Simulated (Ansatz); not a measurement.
# Cd2Ni (P6/mmm) in Ansatz: convergence with smearing width

Aim: find how far smearing width must go before the results for Cd2Ni settle, at PBEsol. This setting moves, with any that are tied to it; all else stays.

Everything below comes from runs of Ansatz 0.2.0. Logs are shortened: lines on timing, memory, paths and dates and some standing lists are left out, and cuts for length are marked.

### Step 1. Starting point

It takes space group P6/mmm (No. 191, hexagonal). Conventional cell: a = 4.534 Å, b = 4.534 Å, c = 3.206 Å, α = 90.00°, β = 90.00°, γ = 120.00°. Cd (site symmetry -6m2) has 3 Cd at 2.62 Å as nearest neighbours. Ni (site symmetry 6/mmm) has 12 Cd at 3.07 Å and 2 Ni at 3.21 Å as nearest neighbours.

The cell was built by a generator and needn't be a form met in nature.

### Step 2. With smearing width 0.3 eV

File input.yaml:

```yaml
crystal:
  lattice:
    - [4.53352271, 0.0, 0.0]
    - [-2.26676136, 3.92614584, 0.0]
    - [0.0, 0.0, 3.2055296]
  atoms:
    - { symbol: Cd, position: [0.33333333, 0.66666667, 0.5] }
    - { symbol: Cd, position: [0.66666667, 0.33333333, 0.5] }
    - { symbol: Ni, position: [0.0, 0.0, 0.0], spin: 1.0 }
hamiltonian:
  xc: pbesol
  pseudopotentials: { kind: paw }
magnetization:
  spin_polarized: true
kpoints:
  mp_grid: { grid: [6, 6, 7] }
scf:
  occupations: { method: cold, width: 0.3 }
output:
  forces: true
  stress: true
  eigenvalues: true
```

Potentials or basis: Ansatz PAW.

Started as:

```sh
$ ansatz run input.yaml --threads 2 --pin off --max-ram 5632MiB --backend cpu --events-out ev --progress --plain --runs-dir out
```

It took 7.2 s on 2 threads of Arm Neoverse V1, shared host; peak memory 0.39 GiB.

What came out:

- Free energy: -22171.9600 eV
- Pressure: -7.1 GPa
- Band gap on the k mesh: none (metal or under the smearing width)
- Net moment: 0.00 μB per cell
- Absolute moment: 0.00 μB per cell

### Step 3. With smearing width 0.2 eV

input.yaml, as its differences from that of step 2:

```diff
@@ -17,3 +17,3 @@
 scf:
-  occupations: { method: cold, width: 0.3 }
+  occupations: { method: cold, width: 0.2 }
 output:
```

Potentials or basis: Ansatz PAW.

Started as:

```sh
$ ansatz run input.yaml --threads 2 --pin off --max-ram 5632MiB --backend cpu --events-out ev --progress --plain --runs-dir out
```

Run time: 21 s. Hardware: 2 threads of Arm Neoverse V1, shared host; peak memory 0.39 GiB.

Results:

* Free energy: -22171.9656 eV
* Pressure: -7.0 GPa
* Band gap on the k mesh: none (metal or under the smearing width)
* Net moment: -0.10 μB per cell
* Absolute moment: 0.11 μB per cell
* Site moments: Cd +0.00; Ni -0.10 μB

### Step 4. With smearing width 0.15 eV

input.yaml, as its differences from that of step 3:

```diff
@@ -17,3 +17,3 @@
 scf:
-  occupations: { method: cold, width: 0.2 }
+  occupations: { method: cold, width: 0.15 }
 output:
```

Started as:

```sh
$ ansatz run input.yaml --threads 2 --pin off --max-ram 5632MiB --backend cpu --events-out ev --progress --plain --runs-dir out
```

Run time: 18 s. Hardware: 2 threads of Arm Neoverse V1, shared host; peak memory 0.39 GiB.

Results:

- Free energy: -22171.9679 eV
- Pressure: -7.0 GPa
- Band gap on the k mesh: none (metal or under the smearing width)
- Net moment: 0.11 μB per cell
- Absolute moment: 0.13 μB per cell
- Site moments: Cd -0.00; Ni +0.12 μB

### Step 5. With smearing width 0.1 eV

input.yaml, as its differences from that of step 4:

```diff
@@ -17,3 +17,3 @@
 scf:
-  occupations: { method: cold, width: 0.15 }
+  occupations: { method: cold, width: 0.1 }
 output:
```

Started as:

```sh
$ ansatz run input.yaml --threads 2 --pin off --max-ram 5632MiB --backend cpu --events-out ev --progress --plain --runs-dir out
```

Run time: 13 s. Hardware: 2 threads of Arm Neoverse V1, shared host; peak memory 0.38 GiB.

What came out:

```yaml
Free_energy: -22171.9699 eV
Pressure: -7.0 GPa
Band_gap_on_the_k_mesh: none (metal or under the smearing width)
Net_moment: 0.09 μB per cell
Absolute_moment: 0.11 μB per cell
Site_moments: Cd -0.00; Ni +0.10 μB
```

### Step 6. With smearing width 0.05 eV

input.yaml, as its differences from that of step 5:

```diff
@@ -17,3 +17,3 @@
 scf:
-  occupations: { method: cold, width: 0.1 }
+  occupations: { method: cold, width: 0.05 }
 output:
```

Potentials or basis: Ansatz PAW.

Started as:

```sh
$ ansatz run input.yaml --threads 2 --pin off --max-ram 5632MiB --backend cpu --events-out ev --progress --plain --runs-dir out
```

Wall time 6.5 s (2 threads of Arm Neoverse V1, shared host); peak memory 0.38 GiB.

Results (log left out):

| Property | Result |
| --- | --- |
| Free energy | -22171.9698 eV |
| Pressure | -7.0 GPa |
| Band gap on the k mesh | none (metal or under the smearing width) |
| Net moment | 0.06 μB per cell |
| Absolute moment | 0.07 μB per cell |
| Site moments | Cd -0.00; Ni +0.06 μB |

### Step 7. With smearing width 0.025 eV

input.yaml, as its differences from that of step 6:

```diff
@@ -17,3 +17,3 @@
 scf:
-  occupations: { method: cold, width: 0.05 }
+  occupations: { method: cold, width: 0.025 }
 output:
```

Started as:

```sh
$ ansatz run input.yaml --threads 2 --pin off --max-ram 5632MiB --backend cpu --events-out ev --progress --plain --runs-dir out
```

Run time: 6.4 s. Hardware: 2 threads of Arm Neoverse V1, shared host; peak memory 0.38 GiB.

Results (log left out):

```
Free energy            : -22171.9694 eV
Pressure               : -7.0 GPa
Band gap on the k mesh : none (metal or under the smearing width)
Net moment             : 0.03 μB per cell
Absolute moment        : 0.04 μB per cell
Site moments           : Cd -0.00; Ni +0.04 μB
```

### Step 8. With smearing width 0.01 eV

input.yaml, as its differences from that of step 7:

```diff
@@ -17,3 +17,3 @@
 scf:
-  occupations: { method: cold, width: 0.025 }
+  occupations: { method: cold, width: 0.01 }
 output:
```

Started as:

```sh
$ ansatz run input.yaml --threads 2 --pin off --max-ram 5632MiB --backend cpu --events-out ev --progress --plain --runs-dir out
```

Run time: 6 s. Hardware: 2 threads of Arm Neoverse V1, shared host; peak memory 0.38 GiB.

The run converged. Its results:

* Free energy: -22171.9693 eV
* Pressure: -7.0 GPa
* Band gap on the k mesh: none (metal or under the smearing width)
* Net moment: 0.03 μB per cell
* Absolute moment: 0.04 μB per cell
* Site moments: Cd -0.00; Ni +0.03 μB

### Step 9. With smearing width 0.005 eV

input.yaml, as its differences from that of step 8:

```diff
@@ -17,3 +17,3 @@
 scf:
-  occupations: { method: cold, width: 0.01 }
+  occupations: { method: cold, width: 0.005 }
 output:
```

Potentials or basis: Ansatz PAW.

Started as:

```sh
$ ansatz run input.yaml --threads 2 --pin off --max-ram 5632MiB --backend cpu --events-out ev --progress --plain --runs-dir out
```

Log:

```text
Warning: RAYON_NUM_THREADS=2 ignored (pool sized by the plan → 2); use --threads N
Engine: ansatz 0.2.0, aarch64-unknown-linux-gnu
Pseudopotentials: kind: paw
Pseudopotential: Cd, paw, valence charge 20, recommended cutoff 420 eV (normal), Cd.paw.azcp
Pseudopotential: Ni, paw, valence charge 18, recommended cutoff 420 eV (normal), Ni.paw.azcp
Functional definition: PBEsol
  exchange = pbesol_x
  correlation = pbesol_c
Crystal: 3 atoms, lattice volume = 57.056 Å³
Basis set: ecut = 420 eV, 1145 PW (Γ), exchange–correlation on 64×64×48 points (8 copies of the dense FFT grid, shifted against one another)
Bands: 36, of which v1, the nominal top of the filled ones, is band 29 counted from 1 (28 counted from 0)
Symmetry: 24 space group operations
Space group: P6/mmm (ITA 191), of the structure as read, at distance tolerance 3.8e-5 Å
Magnetic group: BNS 191.233 (UNI 1463), of the structure as read, at distance tolerance 3.8e-5 Å
k-points: 28 of 252
Non-local potential: Cd, projectors of the file, l = 0: 3, l = 1: 2, l = 2: 2, l = 3: 1
Non-local potential: Ni, projectors of the file, l = 0: 3, l = 1: 2, l = 2: 3, l = 3: 1
PAW form: soft (Blöchl's): semilocal exchange-correlation on the pseudo side does not see the compensation charge
PAW frozen core: Cd, regenerated for the run's functional, and the local potential with it (the file was generated under x = pbe(κ = 0.804, μ = 0.2195149727645171), c = pbe(β = 0.06672455060314922))
PAW frozen core: Ni, regenerated for the run's functional, and the local potential with it (the file was generated under x = pbe(κ = 0.804, μ = 0.2195149727645171), c = pbe(β = 0.06672455060314922))
PAW one-centre angular grid: Cd, 590 points (default); XC on 64 Gauss nodes
PAW one-centre angular grid: Ni, 590 points (default); XC on 64 Gauss nodes
Initial density: superposition of atomic densities (chi_scale 0.1, normalization cell)
[... 34 lines left out ...]
Entropy (-TS):   -0.000036 eV (-0.012 meV/atom)
Fermi energy:    13.821009 eV
--- Per-component energies (eV) ---
  E_band       = -1154.461175
  E_kinetic    = 1291.329413
  E_local      = -9872.306406  (includes V_loc(G=0)·N_el)
  E_nonlocal   = 717.793684
  E_hartree    = 4436.577648
  E_xc         = -433.244447
  E_vxc        = -548.573132  (∫ρ·V_xc dr)
  E_paw        = -9629.323557  (= ΣΔE_a)
  E_vpaw       = -1615.861858  (= ΣTr[D̂ρ^β])
  E_aug_tail   = 0.000490  (compensation charges beyond the density's cutoff)
  E_ewald      = -8683.677316
  E_core_change = 0.881208  (= ΣΔE_core)
  E_smearing   = -0.000036  (= −TS)
  E_closure    = 0.000000  (closes the sum)
  Σ components = -22171.969318   (vs F -22171.969318, Δ=0.00e0)
--- Forces (eV/Å), atoms counted from 1 ---
  atom   1  Cd     0.00000000    -0.00000000     0.00000000
  atom   2  Cd    -0.00000000     0.00000000     0.00000000
  atom   3  Ni     0.00000000    -0.00000000     0.00000000
  max |Σ_I F_I| component: 1.85e-17 eV/Å
--- Stress (GPa, compression-positive) ---
       -2.828284       0.000000       0.000000
        0.000000      -2.828284       0.000000
        0.000000       0.000000     -15.439555
  P = ⅓ Tr σ = -7.0320 GPa (-70.320 kbar)
--- Band table (eV; the first three rows and the last of 56) ---
  k-point 0 ↑: bands = ["-88.8605", "-88.8387", "-88.1960", "-50.0086", "-50.0086", "-49.8971", "-49.8906", "-49.8906", "-49.8749", "-48.7691", "-48.7691", "-48.7506", "4.2153", "4.7318", "4.7318", "5.0369", "5.0369", "5.0931", "5.0931", "5.2717", "5.5172", "5.7268", "5.7268", "12.3689", "12.3689", "12.5089", "13.1377", "13.1377", "17.0452", "17.0452", "17.2851", "17.2851", "17.3811", "17.9482", "20.1233", "24.9785"]
  k-point 1 ↑: bands = ["-88.8604", "-88.8385", "-88.1959", "-50.0084", "-50.0084", "-49.8996", "-49.8904", "-49.8904", "-49.8773", "-48.7690", "-48.7690", "-48.7516", "4.2689", "4.7324", "4.7324", "4.9561", "4.9561", "5.1036", "5.1036", "5.4201", "5.6818", "5.6818", "5.8859", "12.4975", "12.4975", "12.6064", "13.0493", "13.0493", "17.2614", "17.2614", "17.4735", "17.5638", "17.6687", "17.6687", "18.5703", "27.6112"]
  k-point 2 ↑: bands = ["-88.8601", "-88.8383", "-88.1958", "-50.0079", "-50.0079", "-49.9054", "-49.8900", "-49.8900", "-49.8826", "-48.7689", "-48.7689", "-48.7538", "4.3835", "4.7008", "4.7008", "4.8175", "4.8175", "5.1304", "5.1304", "5.5790", "5.5790", "5.7681", "6.9836", "12.6308", "12.7630", "12.7630", "12.8762", "12.8762", "14.7722", "17.8819", "17.8819", "18.1465", "18.7061", "18.7061", "18.8674", "25.0505"]
  k-point 27 ↓: bands = ["-88.8492", "-88.8492", "-88.1567", "-50.0191", "-49.9490", "-49.9490", "-49.8986", "-49.8986", "-49.8787", "-48.7387", "-48.7387", "-48.7012", "3.9932", "4.3480", "4.5880", "4.5880", "4.9641", "4.9641", "5.6951", "5.8459", "5.8459", "6.2872", "11.0634", "11.0634", "12.5931", "12.5931", "12.6721", "13.2437", "13.9380", "13.9380", "15.4524", "15.4524", "16.1947", "23.1192", "23.3963", "23.3963"]
```

It took 6.3 s on 2 threads of Arm Neoverse V1, shared host; peak memory 0.38 GiB.

Results:

```yaml
Free_energy: -22171.9693 eV
Pressure: -7.0 GPa
Band_gap_on_the_k_mesh: none (metal or under the smearing width)
Net_moment: 0.03 μB per cell
Absolute_moment: 0.04 μB per cell
Site_moments: Cd -0.00; Ni +0.03 μB
```

### Step 10. The series at a glance

```tsv
smearing width	energy less the tightest run, at zero smearing (meV/atom)	pressure (GPa)	absolute moment (μB)	SCF cycles	CPU time (s)	peak memory (GiB)
0.3 eV	-0.75	-7.13	0.00	19	14	0.39
0.2 eV	0.29	-7.04	0.11	49	42	0.39
0.15 eV	-0.34	-7.03	0.13	39	34	0.39
0.1 eV	-0.43	-7.03	0.11	34	25	0.38
0.05 eV	-0.05	-7.03	0.07	17	12	0.38
0.025 eV	-0.01	-7.03	0.04	16	12	0.38
0.01 eV	-0.01	-7.03	0.04	15	12	0.38
0.005 eV	0.00	-7.03	0.04	14	12	0.38
```

Against the tightest run, the energy stays within 1 meV/atom from 0.3 eV on; the pressure stays within 0.1 GPa from 0.3 eV on; the absolute moment stays within 0.02 μB from 0.025 eV on. Narrower smearing needs a denser k mesh, so at a fixed mesh the narrowest width isn't the most accurate. The tightest run that finished is the yardstick and may itself not be fully converged.

Caveats: the PAW data sets come from PBE, with cores solved anew for the run's functional, which leaves a small shift of forces and pressure; the starting moments weren't kept.
